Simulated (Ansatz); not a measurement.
**Ge2Cl, relaxed**

Aim: in Ge2Cl, a structure type of another compound, with these elements put in, relax cell and atoms, then read levels, charges and fields where it ends.

Method: DFT, PBE, no spin polarisation, plane waves, PAW, in Ansatz 0.2.0.

### Step 1. Geometry

The structure is orthorhombic, space group Pnma (No. 62). Conventional cell: a = 6.815 Å, b = 3.708 Å, c = 9.221 Å, α = 90.00°, β = 90.00°, γ = 90.00°. Ge (site symmetry m) has 4 Ge at 2.72 to 2.89 Å and 4 Cl at 2.77 to 2.89 Å as nearest neighbours. Cl (site symmetry m) has 9 Ge at 2.77 to 3.08 Å as nearest neighbours. Ge (site symmetry m) has 5 Cl at 2.85 to 3.08 Å and 5 Ge at 2.89 to 3.32 Å as nearest neighbours.

Symmetry-reduced, conventional setting; the input below types the cell that was run:

```cif
data_structure
_symmetry_space_group_name_H-M 'Pnma'
_symmetry_Int_Tables_number 62
_cell_length_a 6.8155
_cell_length_b 3.7081
_cell_length_c 9.2212
_cell_angle_alpha 90.000
_cell_angle_beta 90.000
_cell_angle_gamma 90.000
_cell_volume 233.04
loop_
_atom_site_label
_atom_site_type_symbol
_atom_site_symmetry_multiplicity
_atom_site_Wyckoff_symbol
_atom_site_fract_x
_atom_site_fract_y
_atom_site_fract_z
_atom_site_occupancy
Ge1 Ge 4 c 0.86500 0.25000 0.04070 1
Cl1 Cl 4 c 0.24980 0.25000 0.17160 1
Ge2 Ge 4 c 0.93690 0.25000 0.63190 1
```

It starts from an earlier solution of the starting cell (checkpoint.read).

### Step 2. The relaxation

input.yaml

```yaml
crystal:
  lattice:
    - [6.815473, 0.0, 0.0]
    - [0.0, 3.708056, 0.0]
    - [0.0, 0.0, 9.22125]
  atoms:
    - { symbol: Ge, position: [0.865, 0.25, 0.0407] }
    - { symbol: Ge, position: [0.635, 0.75, 0.5407] }
    - { symbol: Ge, position: [0.365, 0.25, 0.4593] }
    - { symbol: Ge, position: [0.135, 0.75, 0.9593] }
    - { symbol: Cl, position: [0.2498, 0.25, 0.1716] }
    - { symbol: Cl, position: [0.2502, 0.75, 0.6716] }
    - { symbol: Cl, position: [0.7498, 0.25, 0.3284] }
    - { symbol: Cl, position: [0.7502, 0.75, 0.8284] }
    - { symbol: Ge, position: [0.9369, 0.25, 0.6319] }
    - { symbol: Ge, position: [0.5631, 0.75, 0.1319] }
    - { symbol: Ge, position: [0.4369, 0.25, 0.8681] }
    - { symbol: Ge, position: [0.0631, 0.75, 0.3681] }
  symmetry: { tolerance: 0.0003 }
kpoints:
  mp_grid: { grid: [4, 7, 3], shift: [0, 0, 0] }
magnetization:
  spin_polarized: false
scf:
  occupations: { method: fermi_dirac }
  lower_state_search: "off"
hamiltonian:
  pseudopotentials: { kind: paw }
  xc: pbe
basis:
  ecutwfc: 420
  fft_grid_basis: typed
relax:
  max_steps: 60
  cell: { p_target: 0.0 }
output:
  forces: true
  stress: true
  eigenvalues: true
  bader: true
  populations: true
  elf: true
  write_potential: true
  volumetric_format: npy
  dos:
    e_range: [-12, 8]
    de: 0.05
    projected: { site_lists: { Cl: [Cl], Ge: [Ge] } }
  write_density: true
checkpoint:
  read: saved_state
```

Started as:

```console
$ ansatz run input.yaml --threads 2 --pin off --max-ram 3584MiB --backend cpu --events-out ev --progress --plain --runs-dir out
```

The log of the run, shortened:

```text
Warning: checkpoint.read: basis.xc_grid differs: saved 1, current 2 (points along each axis for each point of the dense box; where the key is left out runs that use forces, runs that use the stress, dielectric runs by a finite field, finite-displacement phonons, runs of [...]
Warning: RAYON_NUM_THREADS=2 ignored (pool sized by the plan → 2); use --threads N
[...]
Pseudopotentials: kind: paw
Pseudopotential: Ge, paw, valence charge 14, recommended cutoff 420 eV (normal), Ge.paw.azcp
Pseudopotential: Cl, paw, valence charge 7, recommended cutoff 420 eV (normal), Cl.paw.azcp
Functional definition: PBE
[...]
Crystal: 12 atoms, lattice volume = 233.041 Å³
Basis set: ecut = 420 eV, 4545 PW (Γ), exchange–correlation on 96×50×128 points (8 copies of the dense FFT grid, shifted against one another)
Bands: 84, of which v1, the nominal top of the filled ones, is band 70 counted from 1 (69 counted from 0)
Symmetry: 8 space group operations
Space group: Pnma (ITA 62), of the structure as read, at distance tolerance 1.8e-3 Å
k-points: 24 of 84
[...]
SCF iter   1: F=—  HF=-38674.031408 eV  |F-HF|=—  |Δ(HF+E_count)|=         —  Δρ=9.39e-4  dr2=2.40e-3  ethr=1.84e-6  ⟨swp⟩=2.0  Hψ=10940  notcnv=0
[...]
relax step   1: F+E_penalty+E_count = -38674.03178789 eV  Δ(F+E_penalty+E_count) = +0.000e0 eV  max|allowed force component| = 8.570e-1 eV/Å  Δτ_max = 0.0000 Å  P = +7.092 GPa  Ω = 233.041 Å³  (6 SCF iters, dr2 threshold 1.00e-7 eV, accepted)
[...]
relax step   4: F+E_penalty+E_count = -38676.88545521 eV  Δ(F+E_penalty+E_count) = -5.458e-1 eV  max|allowed force component| = 2.325e-1 eV/Å  Δτ_max = 0.1956 Å  P = +1.140 GPa  Ω = 267.604 Å³  energy of the carried Pulay correction = -4.228e-3 eV  (7 SCF iters, dr2 threshold 1.20e-6 eV, accepted)
[...]
relax step   7: F+E_penalty+E_count = -38677.58722898 eV  Δ(F+E_penalty+E_count) = -1.994e-1 eV  max|allowed force component| = 1.720e-1 eV/Å  Δτ_max = 0.1083 Å  P = -0.728 GPa  Ω = 292.407 Å³  energy of the carried Pulay correction = -6.922e-3 eV  (6 SCF iters, dr2 threshold 1.20e-6 eV, accepted)
[...]
relax step  10: F+E_penalty+E_count = -38678.05538853 eV  Δ(F+E_penalty+E_count) = -2.519e-1 eV  max|allowed force component| = 2.498e-1 eV/Å  Δτ_max = 0.1964 Å  P = +0.282 GPa  Ω = 287.911 Å³  energy of the carried Pulay correction = -6.452e-3 eV  (7 SCF iters, dr2 threshold 1.20e-6 eV, accepted)
[...]
relax step  13: F+E_penalty+E_count = -38678.65600376 eV  Δ(F+E_penalty+E_count) = -1.446e-1 eV  max|allowed force component| = 4.544e-2 eV/Å  Δτ_max = 0.0972 Å  P = -0.056 GPa  Ω = 298.382 Å³  energy of the carried Pulay correction = -7.533e-3 eV  (6 SCF iters, dr2 threshold 1.20e-6 eV, accepted)
relax step  14: F+E_penalty+E_count = -38678.66015028 eV  Δ(F+E_penalty+E_count) = -4.147e-3 eV  max|allowed force component| = 3.036e-2 eV/Å  Δτ_max = 0.0173 Å  P = +0.183 GPa  Ω = 297.401 Å³  energy of the carried Pulay correction = -7.434e-3 eV  (5 SCF iters, dr2 threshold 1.20e-6 eV, accepted)
```

### Step 3. The log goes on

The log, continued:

```text
relax step  15: F+E_penalty+E_count = -38678.66148403 eV  Δ(F+E_penalty+E_count) = -1.334e-3 eV  max|allowed force component| = 3.699e-3 eV/Å  Δτ_max = 0.0065 Å  P = -0.009 GPa  Ω = 298.498 Å³  energy of the carried Pulay correction = -7.545e-3 eV  (5 SCF iters, dr2 threshold 5.82e-7 eV, accepted)
relax step  16: F+E_penalty+E_count = -38678.72481451 eV  Δ(F+E_penalty+E_count) = -6.333e-2 eV  max|allowed force component| = 3.626e-3 eV/Å  Δτ_max = 0.0000 Å  P = +0.437 GPa  Ω = 298.498 Å³  stress off target by 6.10e-1 GPa  SCF on the basis re-selected at this cell (its energy is not comparable with the rows above)  (8 SCF iters)
relax step  17: F+E_penalty+E_count = -38678.73249309 eV  Δ(F+E_penalty+E_count) = -7.679e-3 eV  max|allowed force component| = 4.412e-3 eV/Å  Δτ_max = 0.0135 Å  P = +0.092 GPa  Ω = 301.904 Å³  energy of the carried Pulay correction = -3.938e-4 eV  (5 SCF iters, dr2 threshold 9.30e-7 eV, accepted)
relax step  18: F+E_penalty+E_count = -38678.73263259 eV  Δ(F+E_penalty+E_count) = -1.395e-4 eV  max|allowed force component| = 8.850e-4 eV/Å  Δτ_max = 0.0021 Å  P = +0.002 GPa  Ω = 302.691 Å³  energy of the carried Pulay correction = -4.926e-4 eV  (5 SCF iters, dr2 threshold 4.36e-8 eV, accepted)
iter 1 solved again at ethr=1.80e-7 eV; its pass at ethr=3.10e-3 eV (dr2=2.52e-4 eV) is discarded
SCF iter   1: F=—  HF=-38678.707912 eV  |F-HF|=—  |Δ(HF+E_count)|=         —  Δρ=5.39e-4  dr2=2.50e-5  ethr=1.80e-7  ⟨swp⟩=3.0  Hψ=11959  notcnv=0
preconditioner: auto → LDOS  [metal: Δε(μ)=0.046 eV  Ē_g=19.564 eV  σ=0.100 eV  W_gap=0.12  n_scr=64 (ndim 8)  ℏωp=25.3 eV  f_vac=0.093  D(μ)=3.87/eV (n_scr^D=14)  β→1.0]
SCF iter   2: F=—  HF=-38678.733085 eV  |F-HF|=—  |Δ(HF+E_count)|=   2.52e-2  Δρ=4.61e-5  dr2=1.13e-5  ethr=1.79e-8  ⟨swp⟩=3.0  Hψ=2932  notcnv=0
SCF iter   3: F=—  HF=-38678.733041 eV  |F-HF|=—  |Δ(HF+E_count)|=   4.42e-5  Δρ=1.96e-5  dr2=4.49e-7  ethr=8.10e-9  ⟨swp⟩=2.0  Hψ=2738  notcnv=0
SCF iter   4: F=—  HF=-38678.733068 eV  |F-HF|=—  |Δ(HF+E_count)|=   2.69e-5  Δρ=4.08e-6  dr2=5.18e-8  ethr=3.21e-10  ⟨swp⟩=2.0  Hψ=3713  notcnv=0
SCF iter   5: F=—  HF=-38678.733068 eV  |F-HF|=—  |Δ(HF+E_count)|=   7.81e-8  Δρ=2.18e-6  dr2=1.10e-8  ethr=3.70e-11  ⟨swp⟩=2.0  Hψ=3729  notcnv=0
SCF iter   6: F=—  HF=-38678.733068 eV  |F-HF|=—  |Δ(HF+E_count)|=   5.57e-9  Δρ=3.59e-7  dr2=3.82e-10  ethr=7.88e-12  ⟨swp⟩=2.0  Hψ=3703  notcnv=0
SCF iter   7: F=-38678.733068 eV  HF=-38678.733068 eV  |F-HF|=7.28e-12  |Δ(HF+E_count)|=  6.84e-10  Δρ=1.02e-7  dr2=3.66e-11  ethr=1.00e-12  ⟨swp⟩=6.8  Hψ=8957  notcnv=0
SCF 19 converged in 7 iterations: F = -38678.733068 eV  dr2 = 3.66e-11
relax step  19: F+E_penalty+E_count = -38678.73306808 eV  Δ(F+E_penalty+E_count) = -4.355e-4 eV  max|allowed force component| = 8.850e-4 eV/Å  Δτ_max = 0.0000 Å  P = -0.001 GPa  Ω = 302.691 Å³  stress off target by 5.96e-3 GPa  SCF on the basis re-selected at this cell (its energy is not comparable with the rows above)  (7 SCF iters)
basis re-selected at this cell: Δ(F+E_penalty+E_count) = -4.355e-4 eV, ΔP = -0.003 GPa vs the last step (what re-selecting the basis moved, of the pressure what is left beyond the Pulay correction that the steps carried, after the strain that the cell walked since its last selection, with what the two solves' SCF thresholds leave and, on support functions, any second-order correction that the steps lacked; it is no measure of the basis error at this ecutwfc). This SCF's stress stands 5.96e-3 GPa from its target on what of the cell is left free (relax.cell.stress_tol is 5.00e-2 GPa) and its largest allowed force component is 8.85e-4 eV/Å (relax.f_tol is 1.00e-2 eV/Å): within both
SCF converged after 7 iterations
Free energy (F): -38678.733068 eV
Harris-Foulkes:  -38678.733068 eV  (|F-HF|=7.28e-12)
Internal energy: -38678.603454 eV  (E = F + TS)
E sigma→0 (E₀):  -38678.668261 eV
Entropy (-TS):   -0.129614 eV (-10.801 meV/atom)
Fermi energy:    6.046685 eV
--- Per-component energies (eV) ---
  E_band       = -1517.695768
  E_kinetic    = 1518.718993
  E_local      = -22980.255392  (includes V_loc(G=0)·N_el)
  E_nonlocal   = 3437.980734
  E_hartree    = 9971.865044
  E_xc         = -1026.830317
  E_vxc        = -995.377186  (∫ρ·V_xc dr)
  E_paw        = -18769.591204  (= ΣΔE_a)
  E_vpaw       = -2442.496497  (= ΣTr[D̂ρ^β])
  E_aug_tail   = 0.002943  (compensation charges beyond the density's cutoff)
  E_ewald      = -10830.494255
  E_smearing   = -0.129614  (= −TS)
  E_closure    = 0.000000  (closes the sum)
  Σ components = -38678.733068   (vs F -38678.733068, Δ=0.00e0)
--- Forces (eV/Å), atoms counted from 1 ---
  atom   1  Ge     0.00027002     0.00000000     0.00048387
  atom   2  Ge    -0.00027002     0.00000000     0.00048387
  atom   3  Ge     0.00027002    -0.00000000    -0.00048387
  atom   4  Ge    -0.00027002    -0.00000000    -0.00048387
  atom   5  Cl    -0.00012935     0.00000000     0.00088501
  atom   6  Cl     0.00012935    -0.00000000     0.00088501
  atom   7  Cl    -0.00012935     0.00000000    -0.00088501
  atom   8  Cl     0.00012935    -0.00000000    -0.00088501
  atom   9  Ge     0.00060163    -0.00000000     0.00051173
  atom  10  Ge    -0.00060163    -0.00000000     0.00051173
  atom  11  Ge     0.00060163     0.00000000    -0.00051173
  atom  12  Ge    -0.00060163     0.00000000    -0.00051173
  max |Σ_I F_I| component: 4.34e-19 eV/Å
--- Stress (GPa, compression-positive) ---
        0.001266       0.000000      -0.000000
        0.000000       0.000556      -0.000000
       -0.000000      -0.000000      -0.005964
  P = ⅓ Tr σ = -0.0014 GPa (-0.014 kbar)
--- Band table (eV; the first three rows and the last of 24) ---
  k-point 0: bands = ["-18.9475", "-18.9445", "-18.9077", "-18.9077", "-18.8935", "-18.8927", "-18.8909", "-18.8902", "-18.8697", "-18.8695", "-18.8691", "-18.8690", "-18.8424", "-18.8423", "-18.8422", "-18.8421", "-18.8378", "-18.8372", "-18.8370", "-18.8368", "-18.8365", "-18.8339", "-18.8223", "-18.8223", "-18.8083", "-18.8082", "-18.8072", "-18.8071", "-18.7539", "-18.7539", "-18.7533", "-18.7533", "-18.7406", "-18.7406", "-18.7402", "-18.7401", "-18.6719", "-18.6719", "-18.5967", "-18.5967", "-9.9894", "-9.8628", "-9.7756", "-9.7677", "-5.5520", "-4.7106", "-3.3427", "-3.2719", "-2.5666", "-2.5162", "-0.9233", "1.2251", "1.4420", "1.8087", "1.8251", "1.9515", "2.6406", "2.6646", "2.8656", "2.9842", "3.0353", "3.0503", "3.0897", "3.7035", "4.5440", "4.6284", "4.6873", "5.3190", "5.3528", "6.9950", "7.1045", "7.3599", "7.3955", "7.6880", "7.7243", "8.2766", "8.5308", "8.6614", "8.7134", "8.7147", "8.8319", "9.0232", "9.1119", "10.3078"]
  k-point 1: bands = ["-18.9467", "-18.9453", "-18.9077", "-18.9077", "-18.8933", "-18.8929", "-18.8907", "-18.8904", "-18.8696", "-18.8695", "-18.8691", "-18.8690", "-18.8424", "-18.8423", "-18.8422", "-18.8421", "-18.8376", "-18.8374", "-18.8368", "-18.8366", "-18.8360", "-18.8346", "-18.8223", "-18.8223", "-18.8082", "-18.8082", "-18.8072", "-18.8071", "-18.7539", "-18.7539", "-18.7533", "-18.7533", "-18.7406", "-18.7406", "-18.7402", "-18.7401", "-18.6719", "-18.6719", "-18.5967", "-18.5967", "-9.9594", "-9.8962", "-9.7736", "-9.7697", "-5.3732", "-4.9612", "-3.3500", "-3.3161", "-2.5036", "-2.4751", "-0.3999", "0.8042", "0.9370", "1.0275", "2.2834", "2.3772", "2.7113", "2.7324", "2.8793", "2.8868", "3.0391", "3.0466", "3.3862", "3.6185", "4.8139", "4.8600", "5.1549", "5.1933", "5.4110", "6.5717", "6.6646", "7.1255", "7.3497", "7.3672", "7.7200", "7.7385", "8.5205", "8.5898", "8.6912", "8.7193", "9.3942", "9.5538", "9.6072", "10.3915"]
  k-point 2: bands = ["-18.9419", "-18.9390", "-18.9015", "-18.9009", "-18.8991", "-18.8986", "-18.8956", "-18.8956", "-18.8660", "-18.8658", "-18.8643", "-18.8642", "-18.8545", "-18.8541", "-18.8539", "-18.8537", "-18.8430", "-18.8403", "-18.8255", "-18.8253", "-18.8250", "-18.8249", "-18.8142", "-18.8141", "-18.8116", "-18.8115", "-18.8089", "-18.8087", "-18.7466", "-18.7463", "-18.7461", "-18.7458", "-18.7393", "-18.7393", "-18.7389", "-18.7389", "-18.6781", "-18.6781", "-18.6129", "-18.6129", "-9.9552", "-9.8418", "-9.7523", "-9.7452", "-5.3619", "-4.5370", "-3.1912", "-3.1219", "-2.3891", "-2.3413", "-1.0177", "1.2737", "1.3852", "1.4861", "1.7773", "1.8506", "1.9730", "2.4142", "2.7207", "2.7428", "2.7496", "2.7777", "2.8832", "3.0456", "4.8833", "4.9156", "5.5178", "5.5186", "5.5325", "5.7729", "5.7932", "5.8124", "5.9274", "7.0594", "7.1406", "8.3157", "8.6598", "9.0215", "9.0721", "10.9391", "10.9533", "10.9568", "10.9877", "11.0802"]
  k-point 23: bands = ["-18.9206", "-18.9206", "-18.9195", "-18.9195", "-18.9015", "-18.9015", "-18.9004", "-18.9004", "-18.8706", "-18.8706", "-18.8705", "-18.8705", "-18.8588", "-18.8588", "-18.8585", "-18.8585", "-18.8213", "-18.8213", "-18.8213", "-18.8213", "-18.8093", "-18.8093", "-18.8092", "-18.8092", "-18.7575", "-18.7575", "-18.7572", "-18.7572", "-18.7494", "-18.7494", "-18.7493", "-18.7493", "-18.7256", "-18.7256", "-18.7255", "-18.7255", "-18.7149", "-18.7149", "-18.7147", "-18.7147", "-9.7240", "-9.7240", "-9.7145", "-9.7145", "-3.2778", "-3.2778", "-2.9703", "-2.9703", "-1.9223", "-1.9223", "-1.5265", "-1.5265", "1.1414", "1.1414", "1.1540", "1.1540", "2.0932", "2.0932", "2.2980", "2.2980", "2.3702", "2.3702", "2.4503", "2.4503", "3.5843", "3.5843", "3.9329", "3.9329", "4.7138", "4.7138", "4.8918", "4.8918", "6.8787", "6.8787", "7.2135", "7.2135", "9.1466", "9.1466", "9.3967", "9.3967", "12.0181", "12.0181", "12.1832", "12.1832"]
--- Relaxed structure (17 steps of the walk, 17 accepted, 2 SCFs on fresh bases) ---
  F+E_penalty+E_count = -38678.73306808 eV   max|allowed force component| = 8.850e-4 eV/Å   (the final SCF, on the basis selected at the relaxed cell)
  cell:  # Å, volume = 302.6910 Å³
    - [7.621432574469852, 0.0, 0.0]
    - [0.0, 3.8236906636584984, 0.0]
    - [0.0, 0.0, 10.386761607837968]
  atoms:
    - { symbol: Ge, position: [0.8751284918574775, 0.24999999999999997, 0.009333822460095858] }
    - { symbol: Ge, position: [0.6248715081425227, 0.75, 0.5093338224600958] }
    - { symbol: Ge, position: [0.37512849185747743, 0.24999999999999997, 0.4906661775399041] }
    - { symbol: Ge, position: [0.12487150814252265, 0.75, 0.9906661775399043] }
    - { symbol: Cl, position: [0.3845197341419289, 0.24999999999999997, 0.249955060934286] }
    - { symbol: Cl, position: [0.11548026585807114, 0.75, 0.7499550609342859] }
    - { symbol: Cl, position: [0.8845197341419291, 0.24999999999999997, 0.2500449390657141] }
    - { symbol: Cl, position: [0.6154802658580713, 0.75, 0.7500449390657141] }
    - { symbol: Ge, position: [0.8750791333463405, 0.24999999999999997, 0.49059625350833586] }
    - { symbol: Ge, position: [0.6249208666536593, 0.75, -0.00940374649166417] }
    - { symbol: Ge, position: [0.3750791333463406, 0.24999999999999997, 1.009403746491664] }
    - { symbol: Ge, position: [0.12492086665365947, 0.75, 0.5094037464916641] }
--- Löwdin populations: 12 sites ---
  site symbol       q [e]
     0     Ge     13.8216
     1     Ge     13.8216
     2     Ge     13.8216
     3     Ge     13.8216
     4     Cl      7.2549
     5     Cl      7.2549
     6     Cl      7.2549
     7     Cl      7.2549
     8     Ge     13.8214
     9     Ge     13.8214
    10     Ge     13.8214
    11     Ge     13.8214
  spilling = 0.002918 (of n_electrons = 140.000000)
--- Bader charges: 12 sites ---
  site symbol  charge [e]  shift [e]
     0     Ge      0.2956     0.0004
     1     Ge      0.2956     0.0004
     2     Ge      0.2956     0.0004
     3     Ge      0.2956     0.0004
     4     Cl     -0.5918     0.0007
     5     Cl     -0.5918     0.0007
     6     Cl     -0.5918     0.0007
     7     Cl     -0.5918     0.0007
     8     Ge      0.2963     0.0004
     9     Ge      0.2963     0.0004
    10     Ge      0.2963     0.0004
    11     Ge      0.2963     0.0004
  estimated error of the sums over rays = 2.8e-4 e
```

It took 3 min on 2 threads of an x86-64 CPU, shared host; peak memory 0.95 GiB.

Relaxation path:

```csv
step,energy from step 1 (eV/cell),largest force component (eV/Å),pressure (GPa),volume (Å³)
1,0.0000,0.8570,7.09,233.04
2,-1.2752,0.7851,2.45,250.84
3,-2.3078,0.4724,1.61,257.73
4,-2.8537,0.2325,1.14,267.60
5,-3.1305,0.3362,0.59,281.45
6,-3.3561,0.2576,-0.85,290.79
7,-3.5554,0.1720,-0.73,292.41
8,-3.6414,0.1928,-0.24,293.64
9,-3.7717,0.1395,0.73,285.47
10,-4.0236,0.2498,0.28,287.91
11,-4.2740,0.5436,0.52,288.68
12,-4.4796,0.2235,-0.47,299.98
13,-4.6242,0.0454,-0.06,298.38
14,-4.6284,0.0304,0.18,297.40
15,-4.6297,0.0037,-0.01,298.50
16,-4.6930,0.0036,0.44,298.50
17,-4.7007,0.0044,0.09,301.90
18,-4.7008,0.0009,0.00,302.69
19,-4.7013,0.0009,0.00,302.69
```

Step 1 is the start. Steps 16, 19 repeat the geometry before on a plane-wave basis chosen anew for that cell, so the energy can jump there without any move; the table keeps such jumps.

| input's cell | before | after | change |
| --- | --- | --- | --- |
| a (Å) | 6.815 | 7.621 | +11.8 % |
| b (Å) | 3.708 | 3.824 | +3.1 % |
| c (Å) | 9.221 | 10.387 | +12.6 % |
| volume (Å³/atom) | 19.42 | 25.22 | +29.9 % |

The largest move, 1.54 Å, apart from the change of the cell, is shared by several atoms, Ge9 among them.

### Step 4. States by energy

Counts of states in windows (eV from the Fermi level; tetrahedra), total and projected:

```csv
from,to,total,Cl p,Ge s,Ge p
-8.0,-7.0,4.17,0.58,2.54,0.95
-7.0,-6.0,1.85,0.43,0.95,0.43
-6.0,-5.0,0.98,0.38,0.30,0.27
-5.0,-4.0,9.71,5.26,0.73,3.67
-4.0,-3.0,13.60,10.89,0.83,1.77
-3.0,-2.0,4.40,1.94,0.46,1.94
-2.0,-1.0,3.39,0.54,0.25,2.52
-1.0,0.0,4.67,0.43,0.43,3.57
0.0,1.0,5.27,0.32,0.48,4.15
1.0,2.0,5.74,0.33,0.52,4.49
2.0,3.0,4.13,0.46,0.37,3.00
```

### Step 5. Charges

By element, from the tables in the log (a charge is positive for electrons lost): Löwdin charges also hold the electrons that the projection spills.

```csv
element,atoms,Bader charge (e),Bader volume (Å³),Löwdin charge (e)
Ge,8,+0.30,22.3,+0.18
Cl,4,-0.59,30.9,-0.25
```

Löwdin charges rest on a small set of atomic orbitals that misses 0.3 % of the electrons, so they need not add up to the cell's charge and can differ from Bader's even in sign.

### Step 6. Real-space fields

Maps in the plane spanned by a and b at height 0.509 along c (axes of the input's cell), one cell: a runs left to right (23 points from zero), b bottom to top (12 points), 90° apart. These are the smooth PAW fields, not the true ones near the nuclei.

Valence density. Ten steps from '0' (0.10 e/Å³) to '9' (55.20 e/Å³), finer at the low end (step k begins (100^(k/10) - 1)/99 of the way up):
```
01222100000011221000000
02574100000013763100000
13796200000015984100000
02574100000013763100000
01222100000011221000000
00010000000000100000000
00000001221100000011221
00000012563100000014652
00000013884100000026972
00000012563100000014652
00000001221100000011221
00010000000000100000000
```

ELF. Ten even steps from '0' (0.00) to '9' (0.65):
```
87546798777976456887678
75101676335763004774347
64010575224761002673236
75101676335763004774347
87546798777976456887678
98767998778997678997778
98767887556897678976557
77434774103785336762015
76323763001674225751004
77434774103785336762015
98767887556897678976557
98767998778997678997779
```

Atoms within 0.2 Å of the plane, in fractions of a and b: Ge at (0.62, 0.75), Ge at (0.38, 0.25), Ge at (0.88, 0.25), Ge at (0.12, 0.75).

At the density minimum on some short contacts:

```csv
contact,length (Å),minimum at (fraction),density (e/Å³),ELF
Cl5–Ge11,2.500,0.53,0.357,0.38
Ge1–Ge4,2.705,0.50,0.330,0.66
```

```
fraction  Cl5–Ge11  Ge1–Ge4
     0.2      1.65     3.32
     0.3      1.21    0.753
     0.4     0.609    0.401
     0.5     0.374     0.33
     0.6     0.395    0.401
     0.7     0.878    0.753
     0.8      4.51     3.32
```

(Smooth valence density in e/Å³ at fractions of each contact.)

[end of part 1 of 2]
